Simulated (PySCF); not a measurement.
**Towards the basis-set limit for AuO**

Aim: bond length, wavenumber and bond energy of AuO near the limit of CCSD(T), built from two basis sets and any small corrections listed.

The runs use PySCF 2.14.0; CCSD(T) on ROHF, scalar-relativistic core potentials.

2 further runs of the same task are left out: 2 set aside as unsound or not needed.

## (1) The job

- molecule: AuO
- state: doublet, unpaired electrons π ↑
- smaller basis: Au aug-cc-pVDZ-PP with ECP60, O aug-cc-pVDZ
- larger basis: Au aug-cc-pVTZ-PP with ECP60, O aug-cc-pVTZ
- frozen core orbitals: 5
- extrapolation: correlation as n⁻³ (n = 2, 3), Hartree–Fock as (n+1)·exp(−9√n)
- corrections: none
- distances (Å): 1.6732, 1.7493, 1.8253, 1.9014, 1.9774, 2.0725, 2.1676
- masses (u): 196.9666, 15.9949
- dissociation limit: Au + O

Started as:

```bash
$ OMP_NUM_THREADS=4 python comp.py task.json out
```

## (2) Coupled cluster at each distance

Q: Predict the outcome of this session. Wanted: for each run, Re; ωe; ωexe; αe; De.

As calculated:

```
                   level  Re (Å)  ωe (cm⁻¹)  ωexe (cm⁻¹)  αe (cm⁻¹)  De (eV)
CCSD(T)/aug-cc-pVDZ(-PP)  1.9275      530.4         3.51    0.00279    1.746
CCSD(T)/aug-cc-pVTZ(-PP)  1.8955      565.6         3.94    0.00291    1.958
                  HF/CBS  1.9780      543.2         2.53    0.00201   -0.024
                 MP2/CBS  1.8743      594.6         2.94    0.00228    1.934
                CCSD/CBS  1.8989      570.0         3.23    0.00261    1.743
             CCSD(T)/CBS  1.8904      572.8         3.93    0.00289    2.029
```

What this shows: The last step gives Re = 1.8904 Å, ωe = 572.8 cm⁻¹ and De = 2.029 eV; the smaller basis alone is off from it by +37.1 mÅ and -0.28 eV. Near the minimum the mean field is unbound by 0.08 eV and correlation adds 2.11 eV of binding. T1 is 0.049, large enough to doubt a single reference. Spin–orbit coupling and excitations beyond (T) are left out.
